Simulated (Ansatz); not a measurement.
Working through an equation of state with a fit of SrMg, space group P-6m2

Program: Ansatz 0.2.0, Python API.

At the Python prompt:
```pycon
>>> import ansatz as az
>>> import numpy as np
>>> VECTORS = np.array([
...     [4.051674, 0.0, 0.0],
...     [-2.025837, 3.508853, 0.0],
...     [0.0, 0.0, 5.58938],
... ])
>>> SITES = [
...     ("Sr", (0.0, 0.0, 0.0)),
...     ("Mg", (2 / 3, 1 / 3, 0.5)),
... ]
>>> def make_crystal(cell):
...     crystal = az.Crystal(lattice=az.Lattice.of(cell))
...     for symbol, position in SITES:
...         crystal = crystal.atom(symbol, position)
...     return crystal
...
>>> # uniform scaling of the cell
>>> volumes, energies = [], []
>>> for scale in np.linspace(0.95, 1.07, 5):
...     cell = VECTORS * scale ** (1 / 3)
...     base = (
...         make_crystal(cell).calculation()
...         .functional("pbesol")
...         .pseudopotentials("paw")
...         .occupations("Fermi-Dirac", width=0.05)
...         .basis(420)
...         .mixing("anderson", beta=0.005, ndim=1)
...         .scf(max_iterations=50)
...         .kpoints(7, 7, 4)
...     )
...     summary = base.run().report
...     volumes.append(abs(np.linalg.det(cell)) / len(SITES))
...     energies.append(summary["free_energy_ev"] / len(SITES))
...     print(f"V = {volumes[-1]:8.4f} A^3/atom  F = {energies[-1]:.5f} eV/atom")
...
V =  37.7448 A^3/atom  F = -2702.01128 eV/atom
V =  38.9367 A^3/atom  F = -2702.01054 eV/atom
V =  40.1287 A^3/atom  F = -2702.00610 eV/atom
V =  41.3206 A^3/atom  F = -2701.99844 eV/atom
V =  42.5125 A^3/atom  F = -2701.98799 eV/atom
>>> # third-order Birch-Murnaghan: a cubic in V^(-2/3)
>>> x = np.array(volumes) ** (-2 / 3)
>>> poly = np.polynomial.Polynomial.fit(x, energies, 3).convert()
>>> roots = poly.deriv().roots()
>>> x0 = min((r.real for r in roots if abs(r.imag) < 1e-9 and poly.deriv(2)(r.real) > 0), key=lambda r: abs(r - x.mean()))
>>> v0 = x0 ** -1.5
>>> b0 = 4 / 9 * poly.deriv(2)(x0) * v0 ** (-7 / 3) * 160.21766
>>> b1 = 4 + 2 / 3 * x0 * poly.deriv(3)(x0) / poly.deriv(2)(x0)
>>> print(f"V0 = {v0:.4f} A^3/atom, B0 = {b0:.1f} GPa, dB/dP = {b1:.2f}")
V0 = 38.1170 A^3/atom, B0 = 17.6 GPa, dB/dP = 3.64
```

What to keep in mind:
- The input holds a mistake (the mixing step is far too small), so what it prints is no property of SrMg.
- Shape and fractional positions are held along the curve, so the bulk modulus is an upper value where they are free to relax, by a factor of two or more in layered or hydrogen-bonded cells.
- The mesh is modest for a metal, so energies can be off by several to tens of meV an atom and pressures by half a GPa or more; differences at equal mesh fare better.
- This cell is a computed structure, which may not be the phase found in nature.
- Timing: 42 s on 1 thread of Arm Neoverse V2, with other jobs on the host, peak memory 0.41 GiB.
